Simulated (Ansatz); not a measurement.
# CoF3: the cost of one run

Method: DFT unrestricted PBE, scalar-relativistic (X2C), Gaussian basis x2c-TZVPPall, and further levels as typed in the inputs, in Ansatz 0.2.0.

1 further run of the same task is left out (it didn't finish).

### 1 The system as given

Bond lengths: Co1–F2 1.727 Å, Co1–F3 1.736 Å, Co1–F4 1.717 Å. Angles: F2–Co1–F3 98.8°, F2–Co1–F4 100.4°, F3–Co1–F4 160.8°.

As a file:

```xyz
4

Co    0.0133   -0.0077   -0.0032
F    -0.0099    1.7193   -0.0144
F    -1.6981   -0.2975   -0.0163
F     1.7059   -0.2936    0.0189
```

### 2 Relaxing the atoms: CoF3

Input file input.yaml:

```yaml
relax:
  f_tol: 0.001
  max_steps: 200
crystal:
  periodic: [false, false, false]
  atoms:
    - { symbol: Co, position_ang: [0.013292, -0.0077, -0.003163] }
    - { symbol: F, position_ang: [-0.009908, 1.719292, -0.014387] }
    - { symbol: F, position_ang: [-1.698073, -0.297454, -0.016264] }
    - { symbol: F, position_ang: [1.705913, -0.293623, 0.018893] }
magnetization:
  spin_polarized: true
  initial_magnetization: 2
basis:
  gaussian: { orbitals: x2c-TZVPPall }
hamiltonian:
  xc: pbe
output:
  orbitals: {}
```

The run is started by

```bash
$ ansatz run input.yaml --threads 4 --pin off --max-ram 8192MiB --backend cpu --events-out ev --progress --plain --runs-dir out
```

**Question.** How long does this run take on 4 threads of Arm Neoverse V1, shared host, and how much memory does it need?

About 98 s, with a peak of 0.46 GiB.
